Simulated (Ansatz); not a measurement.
Task: a comparison of dispersion corrections of ClFH₄Si₂, SMILES F[SiH]([SiH3])Cl, with Ansatz's Python interface. Give the script and its output. Use (for the species named): PBE0, def2-SVP basis, multiplicity 1, D3BJ dispersion.

```yaml
atoms:
  - { symbol: F, position_ang: [-1.3237, 1.7760, 0.1813] }
  - { symbol: Si, position_ang: [-0.4425, 0.8039, -0.6540] }
  - { symbol: Si, position_ang: [0.4719, -0.7673, 0.7227] }
  - { symbol: Cl, position_ang: [-1.4986, -0.0729, -2.1168] }
  - { symbol: H, position_ang: [0.6129, 1.5884, -1.3722] }
  - { symbol: H, position_ang: [1.3549, -0.1141, 1.7793] }
  - { symbol: H, position_ang: [1.4062, -1.7010, -0.0230] }
  - { symbol: H, position_ang: [-0.4889, -1.5701, 1.4268] }
```

`clfh4si2_disp.py`
```python
"""Size of D3 and D4 in ClFH4Si2."""

import ansatz as az

geometry_ang = [
    ("F", [-1.3237, 1.776, 0.1813]),
    ("Si", [-0.4425, 0.8039, -0.654]),
    ("Si", [0.4719, -0.7673, 0.7227]),
    ("Cl", [-1.4986, -0.0729, -2.1168]),
    ("H", [0.6129, 1.5884, -1.3722]),
    ("H", [1.3549, -0.1141, 1.7793]),
    ("H", [1.4062, -1.701, -0.023]),
    ("H", [-0.4889, -1.5701, 1.4268]),
]
system = az.Crystal.molecule()
for symbol, xyz in geometry_ang:
    system = system.atom(symbol, xyz)

calc = system.calculation().basis(gaussian="def2-SVP")
for name in ["pbe0", "b3lyp"]:
    for correction in ("d3bj", "d4"):
        data = calc.functional(name, dispersion=correction).run(threads=1, pin="off").report
        print(f"{name:8s} {correction:5s} total {data['free_energy_ev']:.5f} eV, of which dispersion {1000 * data['dispersion']['energy']['ev']:.2f} meV")
```

```console
$ python clfh4si2_disp.py
pbe0     d3bj  total -31038.03598 eV, of which dispersion -173.38 meV
pbe0     d4    total -31038.02703 eV, of which dispersion -164.42 meV
b3lyp    d3bj  total -31053.09737 eV, of which dispersion -358.45 meV
b3lyp    d4    total -31053.05458 eV, of which dispersion -315.67 meV
```

Notes:
- Total energies depend on the basis set; only differences at equal settings carry meaning.
- The geometry is a force-field or estimated start, not a minimum of this method, and the basis set is short of its limit. D4 holds the three-body term, and d3bj doesn't.
- b3lyp holds the VWN-RPA fit, as in Gaussian; the form of ORCA and Turbomole is b3lyp5.
- Timing: 9.1 s on 1 thread of Arm Neoverse V2 (shared host), peak memory 0.23 GiB.
